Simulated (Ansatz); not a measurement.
# AlGaHF (singlet): PBE, r2SCAN, PBE0, B3LYP, wB97M-V, B2PLYP, RPA-PBE over vertical spin and charge gaps, cc-pVTZ

Aim: run AlGaHF (singlet) with these functionals over vertical spin and charge gaps, and hold them against the top wave-function level at the same points.

Program: Ansatz 0.2.0, Gaussian basis. Level of theory: cc-pVTZ, all electrons in the functionals, frozen cores in the correlation of double hybrids and RPA. These are calculated values, not measurements.

The runs, in order: PBE, r2SCAN, PBE0, B3LYP, wB97M-V, B2PLYP, RPA-PBE, at charge 0, singlet; charge 0, triplet; charge 1, doublet.

4 further runs of the same task are left out: 4 set aside as unsound or not needed. Runs told in other sessions of the task aren't counted.

## 1. The system

The geometry is a PBE0/def2-TZVP stationary point (not a proven minimum). No spin-orbit coupling is included. The filled d shell of Ga may be among the frozen orbitals whatever the setting's name suggests.

4 atoms, charge 0, spin multiplicity 1.

Atoms are counted from 1 here; the program's logs count them from 0.

Bond lengths: Al1–H4 1.648 Å, Ga2–F3 1.770 Å.

No dispersion term is added; wB97M-V holds VV10 nonlocal correlation. B3LYP takes the VWN-RPA correlation.

The geometry shown and the zero of energy belong to the point charge 0, singlet. The yardstick, UCCSDT(Q), and other wave-function levels (R restricted, U unrestricted, valence and pair active spaces) come from earlier runs.

## 2. PBE, charge 0, singlet

Input file in.yaml:

```yaml
crystal:
  periodic: [false, false, false]
  atoms:
    - {symbol: Al, position_ang: [0.000000, -0.316483, 2.307778]}
    - {symbol: Ga, position_ang: [0.000000, 0.239515, -0.387410]}
    - {symbol: F, position_ang: [0.000000, -0.498414, -1.995707]}
    - {symbol: H, position_ang: [0.000000, 1.298269, 2.638305]}
basis:
  gaussian: {orbitals: cc-pVTZ}
magnetization: {spin_polarized: true, initial_magnetization: 0}
hamiltonian: {xc: {name: PBE}}
output: {orbitals: {seedname: orbitals}}
```

On the command line:

```bash
ansatz run in.yaml --threads 1 --pin off --events-out ev --progress --plain --max-ram 2560MiB --backend cpu
```

The runs that follow: PBE, charge 0, triplet; PBE, charge 1, doublet; r2SCAN, charge 0, singlet; r2SCAN, charge 0, triplet; r2SCAN, charge 1, doublet; PBE0, charge 0, singlet; PBE0, charge 0, triplet; PBE0, charge 1, doublet; B3LYP, charge 0, singlet; B3LYP, charge 0, triplet; B3LYP, charge 1, doublet; wB97M-V, charge 0, singlet; wB97M-V, charge 0, triplet; wB97M-V, charge 1, doublet; B2PLYP, charge 0, singlet; B2PLYP, charge 0, triplet; B2PLYP, charge 1, doublet; RPA-PBE, charge 0, singlet; RPA-PBE, charge 0, triplet; RPA-PBE, charge 1, doublet.

**Question.** What will the summary of the whole plan be? Wanted: singlet to triplet, UCCSDT(Q); ionisation to the doublet cation, UCCSDT(Q); largest miss, PBE; largest miss, r2SCAN; largest miss, PBE0; largest miss, B3LYP; largest miss, wB97M-V; largest miss, B2PLYP; largest miss, RPA-PBE.

As calculated:

```
                                   quantity                                         value
              singlet to triplet, UCCSDT(Q)                                      1.342 eV
ionisation to the doublet cation, UCCSDT(Q)                                      7.809 eV
                          largest miss, PBE                -0.135 eV (singlet to triplet)
                       largest miss, r2SCAN                -0.336 eV (singlet to triplet)
                         largest miss, PBE0                -0.153 eV (singlet to triplet)
                        largest miss, B3LYP  +0.094 eV (ionisation to the doublet cation)
                      largest miss, wB97M-V                +0.231 eV (singlet to triplet)
                       largest miss, B2PLYP                +0.060 eV (singlet to triplet)
                      largest miss, RPA-PBE  +0.236 eV (ionisation to the doublet cation)
                     largest miss, RCCSD(T)                +0.014 eV (singlet to triplet)
                     largest miss, UCCSD(T)  -0.016 eV (ionisation to the doublet cation)
```

What this shows: Of the functionals, B2PLYP keep the smallest largest miss at the points compared (at most 0.060 eV) and r2SCAN strays most (0.336 eV, at singlet to triplet). Functionals and the yardstick converge differently with the basis, so part of each miss in cc-pVTZ is the basis.
